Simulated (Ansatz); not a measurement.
# H5N2OSi: the cost of one run

Program: Ansatz 0.2.0 through its Python package. Level of theory: r2SCAN0/def2-TZVP. These are calculated values, not measurements.

### 1 Starting point

Bond lengths: N1–Si2 1.635 Å, Si2–N3 1.702 Å, Si2–O4 1.601 Å, N1–H5 1.007 Å, N1–H6 1.040 Å, N3–H7 1.046 Å, N3–H8 0.959 Å, O4–H9 0.998 Å. Angles: N1–Si2–N3 93.0°, N1–Si2–O4 102.9°, N3–Si2–O4 102.7°, Si2–N1–H5 113.8°, Si2–N1–H6 107.2°, H5–N1–H6 102.5°, Si2–N3–H7 105.2°, Si2–N3–H8 104.3°, H7–N3–H8 106.1°, Si2–O4–H9 117.0°.

No structure file is read: the coordinates are typed or built in the script.

### 2 The code

Input file tae_h5n2osi.py:

```python
'''Energy to split H5N2OSi into its atoms.'''

from collections import Counter
import logging
import sys

import ansatz as az

logging.basicConfig(stream=sys.stdout, format='%(name)s: %(message)s')
logger = logging.getLogger('h5n2osi')
logger.setLevel(logging.INFO)


def single_point(molecule, charge=0, unpaired=0):
    calc = (
        molecule.calculation()
        .basis(gaussian='def2-TZVP')
        .functional('r2scan0')
    )
    if charge:
        calc = calc.charge(charge)
    if unpaired:
        calc = calc.spin('collinear', total=unpaired)
    return calc.run(threads=1, backend='cpu').report['free_energy_ev']


def main() -> None:
    geometry_ang = [
        ('N', [0.3758, 1.0122, -0.8061]),
        ('Si', [0.771, -0.0153, 0.4021]),
        ('N', [-0.1639, -1.2802, -0.2489]),
        ('O', [-0.1327, 0.4989, 1.6189]),
        ('H', [1.0401, 1.0242, -1.5629]),
        ('H', [-0.4793, 0.6355, -1.2637]),
        ('H', [0.2408, -2.1556, 0.1549]),
        ('H', [-1.0254, -1.1727, 0.1587]),
        ('H', [-0.5379, 1.4066, 1.5299]),
    ]
    h5n2osi = az.Crystal.molecule()
    for symbol, xyz in geometry_ang:
        h5n2osi = h5n2osi.atom(symbol, xyz)

    # unpaired electrons of the ground-state atoms
    unpaired = {'N': 3, 'Si': 2, 'O': 2, 'H': 1}
    counts = Counter(site.symbol for site in h5n2osi.cartesian_sites)
    atom_energy = {s: single_point(az.Crystal.molecule().atom(s, (0, 0, 0)), 0, unpaired[s]) for s in counts}
    whole = single_point(h5n2osi, 0, 1)
    for s, e in atom_energy.items():
        logger.info(f'{s:2s} x{counts[s]}  {e:14.5f} eV')
    logger.info(f'H5N2OSi: {whole:.5f} eV')
    split = sum(counts[s] * e for s, e in atom_energy.items()) - whole
    logger.info(f'atomisation energy (no zero-point term): {96.485332 * split:.1f} kJ/mol, {split / sum(counts.values()):.3f} eV an atom')


if __name__ == '__main__':
    main()
```

### 3 The input behind the calls

The package turns the script's settings into the engine's input (first run):

```yaml
crystal:
  periodic: [false, false, false]
  atoms:
    - { symbol: "N", position_ang: [0.0, 0.0, 0.0] }
basis:
  gaussian:
    orbitals: def2-TZVP
hamiltonian:
  xc: r2scan0
magnetization:
  spin_polarized: true
  initial_magnetization: 3.0
```

### 4 Running it

Command:

```bash
$ python tae_h5n2osi.py
```

**Question.** How long does this script take on 1 thread of Intel Xeon Platinum 8488C (Sapphire Rapids), shared host, and how much memory does it need?

About 12 s, with a peak of 0.47 GiB.
